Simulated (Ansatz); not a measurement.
# AlGa (singlet): wave-function methods side by side, aug-cc-pVDZ

An exercise on one series of results from a longer session: the logs are not shown, and one member is left open.

Method: aug-cc-pVDZ, core rule «outside noble gas», up to 19 orbitals frozen; program: Ansatz 0.2.0, Gaussian basis.

The runs, in order: UHF; CCSD(T) on RHF; CCSD(T) on UHF; BCCD(T) on RHF; CISD; CCSDT(Q) on RHF; CCSDT(Q) on UHF; CASSCF and MRCISD+Q, 6 electrons in 8 orbitals; CASSCF and NEVPT2, 6 electrons in 8 orbitals.

15 further runs of the same task are left out: 3 for a known fault of the program, 5 that didn't finish, 7 set aside as unsound or not needed.

## What is computed

The geometry is a PBE0/def2-TZVP stationary point (not a proven minimum) of the parent state, kept for this charge and spin. No spin-orbit coupling is included. The filled d shell of Ga may be among the frozen orbitals whatever the setting's name suggests; the logs give the count.

2 atoms, charge 0, spin multiplicity 1.

Atoms are counted from 1 here; the program's logs count them from 0.

No contacts short enough for the rule that draws bonds.

The first run:

Input file in.yaml:

```yaml
crystal:
  periodic: [false, false, false]
  atoms:
    - {symbol: Al, position_ang: [0.000000, 0.000000, 0.000000]}
    - {symbol: Ga, position_ang: [0.000000, 0.000000, 3.240300]}
basis:
  gaussian: {orbitals: aug-cc-pVDZ}
magnetization: {spin_polarized: true, initial_magnetization: 0}
hamiltonian: {xc: hf}
output: {orbitals: {seedname: orbitals}}
```

Command:

```console
$ ansatz run in.yaml --threads 1 --pin off --events-out ev --progress --plain --max-ram 2393MiB
```

Among the steps run: UHF; CCSD(T) on RHF; CCSD(T) on UHF; BCCD(T) on RHF; CISD; CCSDT(Q) on RHF; CCSDT(Q) on UHF; CASSCF and MRCISD+Q, 6 electrons in 8 orbitals; CASSCF and NEVPT2, 6 electrons in 8 orbitals.

One of the session's tables, all rows but one given; the rest of the session is left out.

```
          method  from RCCSDT(Q) (kcal/mol)
             RHF                     +77.16
             UHF                     +67.09
            RMP2                     +25.14
            UMP2                     +23.91
            CISD                      +9.32
           RCCSD                      +3.59
           UCCSD                      +2.48
        RCCSD(T)                      +1.13
        UCCSD(T)                      +0.03
         BCCD(T)                      +1.13
          RCCSDT                      +0.28
          UCCSDT                      -1.67
       RCCSDT(Q)                          0
       UCCSDT(Q)                      -2.14
  CASSCF valence                     +34.56
  NEVPT2 valence                     +12.67
  MRCISD valence                          ?
MRCISD+Q valence                      +1.09
```

Estimate the missing values for MRCISD valence.

As computed: from RCCSDT(Q) (kcal/mol): +3.06. In the column «from RCCSDT(Q) (kcal/mol)» it lies between UCCSD (+2.48) and RCCSD (+3.59).

The program flags UCCSDT(Q) as in doubt (see the logs), so those rows may rest on another solution; read them beside their warnings.

To keep in mind: The determinant is far from a pure spin state, so its energy mixes those of several spin states (harmless only where they are near-degenerate, as at dissociation). The program flags UCCSDT(Q) as in doubt, so those rows may rest on another solution; read them beside their warnings. Warnings: restricted reference is unstable; spin contamination. Restricted and unrestricted rows rest on different reference determinants; where their highest levels disagree by more than a few hundredths of an eV, they describe different states and don't form one ladder.
